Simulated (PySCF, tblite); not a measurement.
**C2H10Ge2N2: geometry, infrared bands and NMR shifts**

Wanted: the infrared bands and NMR shifts of C2H10Ge2N2 (`C/N=[CH]/[GeH2][NH][GeH3]`), by calculation.

The runs use tblite 0.8.0 and PySCF 2.14.0, with density-fitted response routines of our own; the level of theory stands in each step. All values are computed, except where a source is named. Atoms are numbered from 0 throughout.

## (1) The starting structure

16 atoms, charge 0, multiplicity 1; geometry from: force field or distance geometry start.

Bonds of the start (Å): C0–N1 1.44, N1–C2 1.27, C2–Ge3 1.93, Ge3–N4 1.87, N4–Ge5 1.86, C0–H6 1.10, C0–H7 1.12, C0–H8 1.13, C2–H9 1.08, Ge3–H10 1.55, Ge3–H11 1.58, N4–H12 1.05, Ge5–H13 1.53, Ge5–H14 1.57, Ge5–H15 1.52.

## (2) Geometry optimisation with GFN2-xTB

Job settings and geometry (Å):

```
{"job": {"kind": "relax", "xc": "GFN2-xTB", "basis": "xTB"}, "charge": 0, "multiplicity": 1}
C      3.463500    -0.042000     0.379100
N      2.135400    -0.595400     0.337200
C      1.093700     0.044200    -0.010100
Ge    -0.587400    -0.910400     0.012800
N     -1.791300    -0.055300     1.162600
Ge    -2.987600     0.919200     0.115500
H      3.721900     0.380500    -0.606000
H      3.507200     0.707700     1.203600
H      4.140900    -0.922900     0.574000
H      1.149000     1.081400    -0.313100
H     -1.150600    -1.039700    -1.420500
H     -0.405400    -2.358900     0.619000
H     -2.295500    -0.781300     1.736500
H     -4.307700     1.025600     0.889800
H     -2.384400     2.327800    -0.221000
H     -3.309300     0.228600    -1.203400
```

Run with:

```console
OMP_NUM_THREADS=1 python probes_run.py task.json out
```

One launch serves the whole session: the jobs run in the order shown.

**Question.** This job is followed by: GFN2-xTB harmonic vibrations, gas phase; GIAO PBE0/pcSseg-1 NMR shielding, non-relativistic, gas phase. What will the session give for the following? strongest single infrared mode (GFN2-xTB); zero-point energy (GFN2-xTB); ¹³C shifts against TMS (PBE0/pcSseg-1); ¹H shifts against TMS (PBE0/pcSseg-1, means over atoms taken as alike); ¹⁵N shifts against NH3 (PBE0/pcSseg-1); ⁷³Ge shifts against GeMe4 (PBE0/pcSseg-1); surface potential, 1st and 99th percentile.

As calculated:

| quantity | value |
| --- | --- |
| strongest single infrared mode (GFN2-xTB) | 2077 cm⁻¹, 518 km/mol |
| zero-point energy (GFN2-xTB) | 67.6 kcal/mol |
| ¹³C shifts against TMS (PBE0/pcSseg-1) | 178.7, 57.0 ppm |
| ¹H shifts against TMS (PBE0/pcSseg-1, means over atoms taken as alike) | 9.12, 4.72, 4.58, 3.79, -0.82 ppm |
| ¹⁵N shifts against NH3 (PBE0/pcSseg-1) | 442.6, -7.3 ppm |
| ⁷³Ge shifts against GeMe4 (PBE0/pcSseg-1) | -83, -136 ppm |
| surface potential, 1st and 99th percentile | -1.42 V and 1.37 V |

In words: The optimisation took 126 steps and gained 0.537 eV; among the close pairs (by a distance rule), Ge3–H11 changed most, from 1.581 to 1.497 Å. No mode is imaginary among the 42: a minimum at this level. The strongest single mode, at 2077 cm⁻¹, moves mainly H15. GFN2-xTB is a fitted tight-binding method: band positions and strengths are rough. Its intensities can rank the bands wrongly. At PBE0/pcSseg-1: The widest tensor belongs to N1: span 875 ppm, with a paramagnetic part of -503 ppm. At PBE0/pcSseg-1, counted by nearest atom on the grid, the HOMO lies on N1, N4 about 28 % each; C2 11 %, the LUMO on N1 31 %; C2 29 %. Spin-orbit coupling is left out, which matters for shieldings and couplings at and beside the heavy atoms.
